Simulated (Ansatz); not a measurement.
**AlF3 (SMILES [F][Al]([F])[F]): levels of theory compared**

Wanted: a comparison of 6 runs (CAM-B3LYP/STO-3G, revPBE/STO-3G, RPA@PBE/STO-3G, UMP2/STO-3G, CCSDT/STO-3G, UCCSD(T)/STO-3G) of AlF3. 

The calculation is run with Ansatz 0.2.0.

38 further runs of the same task are left out: 6 that didn't finish, 32 set aside as unsound or not needed.

### 1 Starting point

AlF3: 4 atoms, total charge 0, spin state singlet. As SMILES, `[F][Al]([F])[F]`. The F3–Al1 distance was set to 2.447 Å, away from the relaxed value.

Bond lengths: Al1–F2 1.631 Å, Al1–F4 1.631 Å. Angles: F2–Al1–F4 120.0°.

### 2 A single-point energy at CAM-B3LYP/STO-3G (run 1)

run.yaml reads:

```yaml
crystal:
  periodic: [false, false, false]
  atoms:
    - {symbol: Al, position_ang: [0.395489, -0.713463, 0.006430]}
    - {symbol: F, position_ang: [2.026529, -0.740263, 0.021180]}
    - {symbol: F, position_ang: [-0.791540, 1.425990, -0.016640]}
    - {symbol: F, position_ang: [-0.443411, -2.111783, 0.012090]}
basis:
  gaussian: {orbitals: STO-3G}
magnetization: {spin_polarized: false}
hamiltonian: {xc: {name: CAM-B3LYP}}
accuracy: high
```

Command:

```sh
$ ansatz run run.yaml --threads 1 --pin off --max-ram 2610MiB --events-out events.jsonl --progress --plain --runs-dir runs
```

Output:

```text
Warning: RAYON_NUM_THREADS=1 ignored (pool sized by the plan → 1); use --threads N
Functional definition: CAM-B3LYP
  name "CAM-B3LYP"
  parameter alpha = 0.19
  parameter beta = 0.46
  parameter omega = 0.33/bohr
  parameter ac = 0.81
  exchange = (1 - alpha - beta)*b88_x + beta*b88_x_sr(omega) + alpha*exact_x + beta*exact_x_lr(omega)
  correlation = (1 - ac)*vwn5_c + ac*lyp_c
423 factors; integrals over basis functions are off by at most 4.3e-8 eV
171 factors; integrals over basis functions are off by at most 1.0e-9 eV
mean field evaluation 1: about -14536.5341 eV, gradient 3.4e1 eV
mean field evaluation 2: about -14435.2768 eV, gradient 1.2e2 eV
mean field evaluation 4: about -14544.3159 eV, gradient 3.5e0 eV
mean field evaluation 8: about -14544.3747 eV, gradient 1.3e-1 eV
mean field evaluation 16: about -14544.3748 eV, gradient 2.1e-6 eV
mean field -14544.37478354 eV, -534.4959147636 hartree, gradient 3.8e-8 eV, S^2 0.000000; 0 other end points of the search recorded, 0 dependent functions left out
reference -14544.37479383 eV, -534.4959151420 hartree; 20, 20 occupied and 4, 4 virtual orbitals, 423 factors
Total energy: -14544.37479383 eV, -534.4959151420 hartree
```

It took 1.4 s on 1 thread of Arm Neoverse V1, shared host; peak memory 0.1 GiB.

### 3 A single-point energy at revPBE/STO-3G (run 2)

in.yaml reads:

```yaml
crystal:
  periodic: [false, false, false]
  atoms:
    - {symbol: Al, position_ang: [0.395489, -0.713463, 0.006430]}
    - {symbol: F, position_ang: [2.026529, -0.740263, 0.021180]}
    - {symbol: F, position_ang: [-0.791540, 1.425990, -0.016640]}
    - {symbol: F, position_ang: [-0.443411, -2.111783, 0.012090]}
basis:
  gaussian:
    orbitals: STO-3G
hamiltonian:
  xc: {name: revPBE}
accuracy: high
```

Command:

```sh
$ ansatz run in.yaml --threads 1 --pin off --max-ram 2610MiB --events-out events.jsonl --progress --plain --runs-dir runs
```

Output:

```text
Warning: RAYON_NUM_THREADS=1 ignored (pool sized by the plan → 1); use --threads N
Functional definition: revPBE
  name "revPBE"
  parameter kappa = 1.245
  parameter beta = 0.06672455060314922
  exchange = pbe_x(kappa = kappa, mu = beta*pi^2/3)
  correlation = pbe_c(beta = beta)
423 factors; integrals over basis functions are off by at most 4.3e-8 eV
mean field evaluation 1: about -14537.6486 eV, gradient 3.4e1 eV
mean field evaluation 2: about -14233.6242 eV, gradient 1.8e2 eV
mean field evaluation 4: about -14525.4681 eV, gradient 7.1e1 eV
mean field evaluation 8: about -14544.7912 eV, gradient 1.5e-1 eV
mean field evaluation 16: about -14521.5883 eV, gradient 1.9e1 eV
mean field -14544.79140120 eV, -534.5112251802 hartree, gradient 5.6e-9 eV, S^2 0.000000; 0 other end points of the search recorded, 0 dependent functions left out
reference -14544.79140287 eV, -534.5112252418 hartree; 20, 20 occupied and 4, 4 virtual orbitals, 423 factors
Total energy: -14544.79140287 eV, -534.5112252418 hartree
```

Run time: 1.4 s. Hardware: 1 thread of Arm Neoverse V1, shared host; peak memory 0.1 GiB.

Runs 3 to 5 aren't shown in full; the table further down has their settings and results.

### 4 A single-point energy at UCCSD(T)/STO-3G (run 6)

molecule.yaml reads:

```yaml
basis:
  gaussian:
    orbitals: STO-3G
crystal:
  periodic: [false, false, false]
  atoms:
    - symbol: Al
      position_ang: [0.395489, -0.713463, 0.006430]
    - symbol: F
      position_ang: [2.026529, -0.740263, 0.021180]
    - symbol: F
      position_ang: [-0.791540, 1.425990, -0.016640]
    - symbol: F
      position_ang: [-0.443411, -2.111783, 0.012090]
magnetization:
  spin_polarized: true
  initial_magnetization: 0
correlation:
  method: ccsd_t
  frozen_orbitals: {Al: 5, F: 1}
accuracy: high
scf:
  omitted_lower_state_checks: [cluster_reference, increment]
```

Command:

```sh
$ ansatz run molecule.yaml --threads 1 --pin off --max-ram 2610MiB --events-out events.jsonl --progress --plain --runs-dir runs
```

Output:

```text
Warning: RAYON_NUM_THREADS=1 ignored (pool sized by the plan → 1); use --threads N
[... 14 lines left out ...]
8 core orbitals not correlated: weight in the atoms' cores, before any rotation towards them, 1.000 or more for the frozen orbitals, at most 0.000 for the correlated occupied ones
[... 47 lines left out ...]
Total energy: -14509.09312541 eV, -533.1993377424 hartree
Checks for a lower state left out: cluster_reference, increment
```

Run time: 0.84 s. Hardware: 1 thread of Arm Neoverse V1, shared host.

### 5 The series

```
run             level  frozen core orbitals  energy (Eh)  wall time
  1  CAM-B3LYP/STO-3G                     –  -534.495915      1.4 s
  2     revPBE/STO-3G                     –  -534.511225      1.4 s
  3    RPA@PBE/STO-3G                     8  -533.261391        2 s
  4       UMP2/STO-3G                     8  -533.159359     0.46 s
  5      CCSDT/STO-3G                     8  -533.202086     0.72 s
  6   UCCSD(T)/STO-3G                     8  -533.199338     0.84 s
```

### 6 What came out

| quantity | value |
| --- | --- |
| run 6: total energy | -533.19934 Eh |
| run 6: correlation energy (8 core orbitals frozen) | -92.3 mEh |
| run 6: (T) correction | -9.56 mEh |
| run 6: ⟨S²⟩ of the reference determinant | 0.810 |
| run 6: T1 diagnostic | 0.051 |

Totals of different functionals can't be ranked against each other. In run 5 the log says that unrestricted orbitals would lower the reference, so the values rest on an unstable closed-shell determinant (other closed-shell runs at this shape may share the fault). In runs 1, 2, 3, 4, 5, 6 the basis is minimal, so the values are rough. Spin contamination of the reference: run 4 ⟨S²⟩ = 0.81, run 6 ⟨S²⟩ = 0.81. Where it is this large, the reference is a mixture of spin states, and values that rest on it are in doubt. All runs together took 6.9 s, the longest 2 s.
